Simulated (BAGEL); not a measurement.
# CH4BFSe (SMILES CB(F)[SeH]) at HF/6-31G(d) (density fitting with qzvpp-jkfit, spherical functions)

Aim: the vertical ionisation energy of CH4BFSe at HF/6-31G* (density fitting with qzvpp-jkfit, spherical functions), from 2 runs. 

The results are computed with BAGEL 1.2.2.

3 further runs of the same task are left out: 2 that didn't finish, 1 set aside as unsound or not needed.

## Step 1: Starting point

CH4BFSe has 8 atoms, charge 0, and is taken as a singlet. As SMILES, `CB(F)[SeH]`. The coordinates come from a PBE0-D4/def2-TZVP relaxation. This is one conformer, not always the lowest.

Bond lengths: C1–B2 1.557 Å, B2–F3 1.330 Å, B2–Se4 1.950 Å, C1–H5 1.096 Å, C1–H6 1.089 Å, C1–H7 1.095 Å, Se4–H8 1.466 Å. Angles: C1–B2–F3 119.3°, C1–B2–Se4 126.3°, F3–B2–Se4 114.5°, B2–C1–H5 109.2°, B2–C1–H6 114.6°, B2–C1–H7 109.4°, B2–Se4–H8 94.6°, H5–C1–H6 108.5°, H5–C1–H7 106.2°, H6–C1–H7 108.6°.

## Step 2: A single-point energy at HF/6-31G(d) (density fitting with qzvpp-jkfit, spherical functions)

input.json reads:

```json
{ "bagel" : [

{
  "title" : "molecule",
  "basis" : "6-31gs.json",
  "df_basis" : "qzvpp-jkfit",
  "angstrom" : true,
  "geometry" : [
    { "atom" : "C", "xyz" : [    0.031600,    0.924800,   -0.033200 ] },
    { "atom" : "B", "xyz" : [    0.433300,   -0.535500,   -0.395600 ] },
    { "atom" : "F", "xyz" : [    1.392300,   -0.742200,   -1.294100 ] },
    { "atom" : "Se", "xyz" : [   -0.342700,   -2.163400,    0.345700 ] },
    { "atom" : "H", "xyz" : [   -0.308800,    1.440600,   -0.937900 ] },
    { "atom" : "H", "xyz" : [   -0.746600,    1.005800,    0.724100 ] },
    { "atom" : "H", "xyz" : [    0.915800,    1.469900,    0.314200 ] },
    { "atom" : "H", "xyz" : [   -1.283000,   -1.457200,    1.221200 ] }
  ]
},
{
  "title" : "hf"
},
{
  "title" : "print",
  "file" : "orbitals.molden",
  "orbitals" : true
}

]}
```

The basis set 6-31G* is read from a file made from the Basis Set Exchange's data (not shown).

Started as:

```bash
BAGEL_NUM_THREADS=1 BAGEL input.json > input.out
```

Standard output:

```text
* using 1 threads per process

  ===============================================================
  ===============================================================

  *** Geometry ***

  { "atom" : "C", "xyz" : [      0.059715,      1.747619,     -0.062739 ] },
  { "atom" : "B", "xyz" : [      0.818818,     -1.011948,     -0.747576 ] },
  { "atom" : "F", "xyz" : [      2.631066,     -1.402555,     -2.445495 ] },
  { "atom" : "Se", "xyz" : [     -0.647609,     -4.088233,      0.653278 ] },
  { "atom" : "H", "xyz" : [     -0.583547,      2.722339,     -1.772374 ] },
  { "atom" : "H", "xyz" : [     -1.410870,      1.900687,      1.368351 ] },
  { "atom" : "H", "xyz" : [      1.730611,      2.777708,      0.593752 ] },
  { "atom" : "H", "xyz" : [     -2.424519,     -2.753709,      2.307734 ] },

  Number of auxiliary basis functions:      565

  Since a DF basis is specified, we compute 2- and 3-index integrals:
    o Being stored without compression. Storage requirement is 0.030 GB

  Number of basis functions:       82
  Number of electrons      :       58

    * METHOD: MOLECULE                             0.31

  *** RHF ***

  === Nuclear Repulsion ===
   227.5668893675

      * DIIS with orbital gradients will be used.

  === RHF iteration (6-31gs.json) ===
      0      -2563.79730592          0.01599420           0.10
      1      -2563.91190298          0.00876635           0.10
      2      -2563.94436215          0.00152261           0.10
      3      -2563.94598577          0.00042853           0.10
      4      -2563.94610100          0.00009220           0.10
      5      -2563.94610834          0.00002389           0.10
      6      -2563.94610908          0.00000920           0.10
      7      -2563.94610920          0.00000305           0.09
      8      -2563.94610921          0.00000112           0.10
      9      -2563.94610922          0.00000047           0.10
     10      -2563.94610922          0.00000012           0.09
     11      -2563.94610922          0.00000004           0.10
     12      -2563.94610922          0.00000001           0.09
    * SCF iteration converged.

    * Permanent dipole moment:
           (    0.342275,    -0.672640,    -0.313262) a.u.

    * METHOD: HF                                   1.52

    * METHOD: PRINT                                0.01

  ===============================================================
```

Wall time 2 s (1 thread of Arm Neoverse V2, shared host); peak memory 0.14 GiB.

## Step 3: The doublet cation at the same level

hf.json reads:

```json
{ "bagel": [

{
  "title": "molecule",
  "basis": "6-31gs.json",
  "df_basis": "qzvpp-jkfit",
  "angstrom": true,
  "geometry": [
    { "atom": "C", "xyz": [    0.031600,    0.924800,   -0.033200 ] },
    { "atom": "B", "xyz": [    0.433300,   -0.535500,   -0.395600 ] },
    { "atom": "F", "xyz": [    1.392300,   -0.742200,   -1.294100 ] },
    { "atom": "Se", "xyz": [   -0.342700,   -2.163400,    0.345700 ] },
    { "atom": "H", "xyz": [   -0.308800,    1.440600,   -0.937900 ] },
    { "atom": "H", "xyz": [   -0.746600,    1.005800,    0.724100 ] },
    { "atom": "H", "xyz": [    0.915800,    1.469900,    0.314200 ] },
    { "atom": "H", "xyz": [   -1.283000,   -1.457200,    1.221200 ] }
  ]
},
{ "title": "uhf", "charge": 1, "nopen": 1 },
{ "title": "print", "file": "orbitals.molden", "orbitals": true }

]}
```

The basis set 6-31G* is read from a file made from the Basis Set Exchange's data (not shown).

Started as:

```bash
BAGEL_NUM_THREADS=1 BAGEL hf.json > hf.out
```

Standard output:

```text
* using 1 threads per process

  ===============================================================
  ===============================================================

  *** Geometry ***

  { "atom" : "C", "xyz" : [      0.059715,      1.747619,     -0.062739 ] },
  { "atom" : "B", "xyz" : [      0.818818,     -1.011948,     -0.747576 ] },
  { "atom" : "F", "xyz" : [      2.631066,     -1.402555,     -2.445495 ] },
  { "atom" : "Se", "xyz" : [     -0.647609,     -4.088233,      0.653278 ] },
  { "atom" : "H", "xyz" : [     -0.583547,      2.722339,     -1.772374 ] },
  { "atom" : "H", "xyz" : [     -1.410870,      1.900687,      1.368351 ] },
  { "atom" : "H", "xyz" : [      1.730611,      2.777708,      0.593752 ] },
  { "atom" : "H", "xyz" : [     -2.424519,     -2.753709,      2.307734 ] },

  Number of auxiliary basis functions:      565

  Since a DF basis is specified, we compute 2- and 3-index integrals:
    o Being stored without compression. Storage requirement is 0.030 GB

  Number of basis functions:       82
  Number of electrons      :       58

    * METHOD: MOLECULE                             0.31

  *** Open-shell HF ***

  === Nuclear Repulsion ===
   227.5668893675

      * DIIS with orbital gradients will be used.

  === UHF iteration (6-31gs.json) ===
      0      -2563.45898594          0.03298127           0.19
      1      -2563.57976195          0.01935661           0.19
      2      -2563.60712005          0.01178250           0.18
      3      -2563.62236797          0.00098803           0.18
      4      -2563.62270030          0.00031702           0.19
      5      -2563.62273582          0.00006410           0.18
      6      -2563.62274429          0.00001631           0.19
      7      -2563.62274645          0.00000519           0.18
      8      -2563.62274718          0.00000262           0.18
      9      -2563.62274755          0.00000154           0.17
     10      -2563.62274768          0.00000108           0.17
     11      -2563.62274775          0.00000073           0.18
     12      -2563.62274776          0.00000043           0.18
     13      -2563.62274776          0.00000025           0.18
     14      -2563.62274776          0.00000014           0.19
     15      -2563.62274776          0.00000007           0.18
     16      -2563.62274776          0.00000003           0.19
     17      -2563.62274776          0.00000002           0.18
     18      -2563.62274776          0.00000001           0.18
     19      -2563.62274776          0.00000001           0.18
    * SCF iteration converged.

    * S^2 (UHF) is 0.7603

    * Permanent dipole moment:
           (    0.867697,     0.000521,    -0.810990) a.u.

    * METHOD: UHF                                  3.91

    * METHOD: PRINT                                0.01

  ===============================================================
```

It took 4.5 s on 1 thread of Arm Neoverse V2, shared host; peak memory 0.14 GiB.

## Step 4: Summary of results

Level: HF/6-31G* (density fitting with qzvpp-jkfit, spherical functions).

```
                                          quantity           value
                     singlet CH4BFSe: total energy  -2563.94611 Eh
                    singlet CH4BFSe: dipole moment          2.08 D
                      singlet CH4BFSe: HOMO energy        -9.93 eV
                      singlet CH4BFSe: LUMO energy         3.83 eV
                    singlet CH4BFSe: HOMO–LUMO gap        13.76 eV
                      doublet cation: total energy  -2563.62275 Eh
                              doublet cation: ⟨S²⟩           0.760
vertical ionisation energy (to the doublet cation)        8.799 eV
```

What this shows: The vertical ionisation energy comes to 8.80 eV (849 kJ/mol). The negative HOMO energy of the first species, 9.93 eV, lies 1.13 eV above that difference.
